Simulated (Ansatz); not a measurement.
# NiO (Fm-3m): equation of state

The task here is to estimate one member of a computed series from the others.

Computed with Ansatz 0.2.0 (DFT r²SCAN, scalar-relativistic, plane waves, PAW, unless a step's input says otherwise).

### The structure to begin with

It takes space group R-3m (No. 166, trigonal). The conventional cell has a = 2.948 Å, b = 2.948 Å, c = 7.190 Å, α = 90.00°, β = 90.00°, γ = 120.00°. Ni (site symmetry -3m) is surrounded by 6 O at 2.08 Å. Around O (site symmetry -3m) lie 6 Ni at 2.08 Å.

Coordinates:

```cif
data_structure
_symmetry_space_group_name_H-M 'P 1'
_symmetry_Int_Tables_number 1
_cell_length_a 5.0863
_cell_length_b 5.0863
_cell_length_c 5.0863
_cell_angle_alpha 33.688
_cell_angle_beta 33.688
_cell_angle_gamma 33.688
_cell_volume 36.07
loop_
_atom_site_label
_atom_site_type_symbol
_atom_site_fract_x
_atom_site_fract_y
_atom_site_fract_z
_atom_site_occupancy
Ni1 Ni 0.50000 0.50000 0.50000 1
O1 O 0.25000 0.25000 0.25000 1
Ni2 Ni 0.00000 0.00000 0.00000 1
O2 O 0.75000 0.75000 0.75000 1
```

This cell comes from an earlier session at r²SCAN: 9.017 Å³/atom at -0.01 GPa, on a 10×10×10 mesh. The large moments point both ways and cancel.

Volume factors to run: 0.980, 1.020, 0.960, 1.040.

The first run:

File input.yaml:

```yaml
crystal:
  lattice:
    - [0.0, 1.6904081853, 4.7609457225]
    - [-1.4639364313, -0.8452040927, 4.7609457225]
    - [1.4639364313, -0.8452040927, 4.7609457225]
  atoms:
    - { symbol: Ni, position: [0.5, -0.5, 0.5], spin: 1.73 }
    - { symbol: O, position: [0.25, 0.25, 0.25] }
    - { symbol: Ni, position: [1.0, 0.0, 1.0], spin: -1.73 }
    - { symbol: O, position: [0.75, 0.75, 0.75] }
basis:
  ecutwfc: 500
  ecutrho_ratio: 4
kpoints:
  mp_grid: { grid: [10, 10, 10] }
hamiltonian:
  xc: r2scan
scf:
  occupations: { method: gaussian, width: 0.05 }
output:
  forces: true
  stress: true
  eigenvalues: true
  populations: true
magnetization:
  spin_polarized: true
relax:
  f_tol: 0.01
  max_steps: 40
  cell: { stress_tol: 0.1, fix: [volume] }
```

Launch:

```console
> ansatz run input.yaml --threads 2 --pin off --max-ram 5120MiB --backend cpu --events-out ev --progress --plain --runs-dir out
```

Steps of the session up to this table: At 0.980 of the relaxed volume; Volume × 1.020; Scaling the volume by 0.960; At 1.040 of the relaxed volume.

One table of the session follows, with a row left open; its other results are not shown here.

It belongs to the step «Energy and pressure against volume». 

| volume (Å³/atom) | energy (meV/atom) | pressure (GPa) | gap (eV) | moment of atom 1 (μB) |
| --- | --- | --- | --- | --- |
| 8.656 | 10.53 | 9.70 | 2.40 | 1.56 |
| 8.836 | ? | ? | ? | ? |
| 9.017 | 0.00 | -0.01 | 2.39 | 1.57 |
| 9.197 | 2.37 | -4.13 | 2.38 | 1.58 |
| 9.377 | 9.12 | -7.82 | 2.37 | 1.59 |

**Question.** Estimate the row for volume (Å³/atom) = 8.836.

Worked estimate for «energy (meV/atom)». A straight line through the neighbours (8.656, 10.53) and (9.017, 0.00) gives 10.53 + (0.00 − 10.53) × (8.836 − 8.656) / (9.017 − 8.656) = 5.28; a parabola fitted to 3 rows on both sides gives 2.73.

As computed: energy (meV/atom): 2.53; pressure (GPa): 4.59; gap (eV): 2.39; moment of atom 1 (μB): 1.56. In «energy (meV/atom)» the line misses by +2.75 and the parabola by +0.20.

To keep in mind: Warnings in the runs' records: stability check not made.
